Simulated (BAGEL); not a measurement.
# RI-MP2/def2-SV(P) (density fitting with svp-jkfit) run of GaH2ClO (SMILES [OH][GaH][Cl])

Wanted: a single-point energy of GaH2ClO. 

The calculation is run with BAGEL 1.2.2.

1 further run of the same task is left out (set aside as unsound or not needed).

### Step 1. The system as given

GaH2ClO has 5 atoms, charge 0, and is taken as a singlet. SMILES: `[OH][GaH][Cl]`. One bond was lengthened or shortened from a relaxed shape.

Bond lengths: O1–Ga2 1.772 Å, Ga2–Cl3 2.145 Å, O1–H4 0.816 Å, Ga2–H5 1.541 Å. Angles: O1–Ga2–Cl3 115.0°, O1–Ga2–H5 122.5°, Cl3–Ga2–H5 122.5°, Ga2–O1–H4 113.5°.

### Step 2. The energy at RI-MP2/def2-SV(P) (density fitting with svp-jkfit)

Input file calc.json:

```json
{ "bagel" : [

{
  "title" : "molecule",
  "basis" : "def2-sv_p_.json",
  "df_basis" : "svp-jkfit",
  "angstrom" : false,
  "geometry" : [
    { "atom" : "O", "xyz" : [ -2.32509257,  0.74895327, -0.97455066 ] },
    { "atom" : "Ga", "xyz" : [  0.74079910,  0.16710659,  0.24073221 ] },
    { "atom" : "Cl", "xyz" : [  1.60534880, -3.73461094,  0.91801005 ] },
    { "atom" : "H", "xyz" : [ -3.16018900, -0.53252482, -1.17597657 ] },
    { "atom" : "H", "xyz" : [  2.64413125,  2.30722143,  0.77117833 ] }
  ]
},
{
  "title" : "hf"
},
{
  "title" : "mp2",
  "ncore" : 15
}

]}
```

The basis set def2-SV(P) is read from a file made from the Basis Set Exchange's data (not shown).

Launch:

```sh
$ BAGEL_NUM_THREADS=1 BAGEL calc.json > calc.out
```

Q: Predict the results. Wanted: total energy; correlation energy.

Computed results:

Level: RI-MP2/def2-SV(P) (density fitting with svp-jkfit), 15 core orbitals frozen.

| quantity | value |
| --- | --- |
| total energy | -2458.88286 Eh |
| correlation energy (15 core orbitals frozen) | -513.3 mEh |
